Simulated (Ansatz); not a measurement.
**CH₇GaOSi: one species, many methods**

An exercise on one series of results from a longer session: the logs are not shown, and one member is left open.

Computed with Ansatz 0.2.0, Gaussian basis. Level: functionals in def2-TZVPP, the program's frozen cores in correlated methods.

The runs, in order: LDA (SPW92), PBE-D4, revPBE-D4, BLYP-D4, r2SCAN-D4, B97M-V, PBE0-D4, B3LYP-D4, r2SCANh-D4, r2SCAN0-D4, HSE06-D4, BHLYP-D4, CAM-B3LYP-D4, LC-ωPBE, ωB97X-V, ωB97M-V, B2PLYP, PBE-QIDH; CCSD(T)/def2-SVP; CCSD(T)/def2-TZVPP; MP2/def2-QZVPP; extrapolation to the limit; RPA on PBE.

## Structure used throughout

The geometry comes from an earlier relaxation with PBE0-D4 in a triple-zeta def2 set; it is a stationary point, not always the lowest conformer.

11 atoms, charge 0, spin multiplicity 1.

Atoms are counted from 1 here; the program's logs count them from 0.

Bond lengths: C1–Si2 1.867 Å, C1–H5 1.094 Å, C1–H6 1.093 Å, C1–H7 1.093 Å, Si2–O3 1.632 Å, Si2–H8 1.491 Å, Si2–H9 1.490 Å, O3–Ga4 1.780 Å, Ga4–H10 1.562 Å, Ga4–H11 1.556 Å. Angles: Si2–C1–H5 109.9°, Si2–C1–H6 111.5°, Si2–C1–H7 111.5°, H5–C1–H6 107.8°, H5–C1–H7 107.8°, H6–C1–H7 108.1°, C1–Si2–O3 112.8°, C1–Si2–H8 109.1°, C1–Si2–H9 109.2°, O3–Si2–H8 108.8°, O3–Si2–H9 108.7°, H8–Si2–H9 108.1°, Si2–O3–Ga4 141.7°, O3–Ga4–H10 116.6°, O3–Ga4–H11 114.1°, H10–Ga4–H11 129.4°.

The first run:

File in.yaml:

```yaml
crystal:
  periodic: [false, false, false]
  atoms:
    - {symbol: C, position_ang: [-0.313320, 1.454655, -0.565067]}
    - {symbol: Si, position_ang: [-0.474825, 0.432215, 0.988375]}
    - {symbol: O, position_ang: [0.106637, -1.082935, 0.811813]}
    - {symbol: Ga, position_ang: [0.869016, -2.155471, -0.387256]}
    - {symbol: H, position_ang: [-0.717934, 2.456772, -0.395100]}
    - {symbol: H, position_ang: [-0.863726, 1.008502, -1.397502]}
    - {symbol: H, position_ang: [0.731570, 1.562517, -0.867445]}
    - {symbol: H, position_ang: [-1.912520, 0.351860, 1.373528]}
    - {symbol: H, position_ang: [0.264834, 1.103154, 2.094860]}
    - {symbol: H, position_ang: [1.126063, -1.548575, -1.803102]}
    - {symbol: H, position_ang: [1.184195, -3.582704, 0.146896]}
basis:
  gaussian: {orbitals: def2-TZVPP}
hamiltonian: {xc: lda}
output: {orbitals: {seedname: orbitals}}
```

On the command line:

```sh
ansatz run in.yaml --threads 4 --pin off --events-out ev --progress --plain --max-ram 10444MiB
```

Steps of the session up to this table: LDA; PBE-D4 (GGA); revPBE-D4 (GGA); BLYP-D4 (GGA); r2SCAN-D4 (meta-GGA); B97M-V (meta-GGA); PBE0-D4 (hybrid); B3LYP-D4 (hybrid); r2SCANh-D4 (hybrid); r2SCAN0-D4 (hybrid); HSE06-D4 (hybrid); BHLYP-D4 (hybrid); CAM-B3LYP-D4 (range-separated); LC-ωPBE (range-separated); ωB97X-V (range-separated); ωB97M-V (range-separated); B2PLYP (double hybrid); PBE-QIDH (double hybrid).

One table of the session follows, with a row left open; its other results are not shown here.

It belongs to the step «Frontier levels by functional». 

| functional | HOMO (eV) | LUMO (eV) | gap (eV) |
| --- | --- | --- | --- |
| LDA (SPW92) | -6.84 | -2.46 | 4.37 |
| PBE-D4 | -6.72 | -2.21 | 4.51 |
| revPBE-D4 | -6.67 | -2.09 | 4.57 |
| BLYP-D4 | -6.62 | -2.17 | 4.45 |
| r2SCAN-D4 | ? | ? | ? |
| B97M-V | -7.18 | -2.20 | 4.99 |
| PBE0-D4 | -8.09 | -1.41 | 6.68 |
| B3LYP-D4 | -7.88 | -1.70 | 6.18 |
| r2SCANh-D4 | -7.54 | -1.63 | 5.91 |
| r2SCAN0-D4 | -8.31 | -1.23 | 7.08 |
| HSE06-D4 | -7.69 | -1.78 | 5.91 |
| BHLYP-D4 | -9.40 | -0.70 | 8.70 |
| CAM-B3LYP-D4 | -9.49 | -0.54 | 8.94 |
| LC-ωPBE | -10.81 | 0.68 | 11.48 |
| ωB97X-V | -10.48 | 0.51 | 10.99 |
| ωB97M-V | -10.36 | 0.26 | 10.62 |

Estimate the missing values for r2SCAN-D4.

Worked estimate for «HOMO (eV)». Against the share of exact exchange, r2SCANh-D4 (0.1, -7.54), r2SCAN0-D4 (0.25, -8.31) give a slope of -5.13 per unit share; at 0 the line stands at -7.03.

**Answer.** HOMO (eV): -7.04; LUMO (eV): -1.91; gap (eV): 5.12. In «HOMO (eV)» the line misses by +0.01.
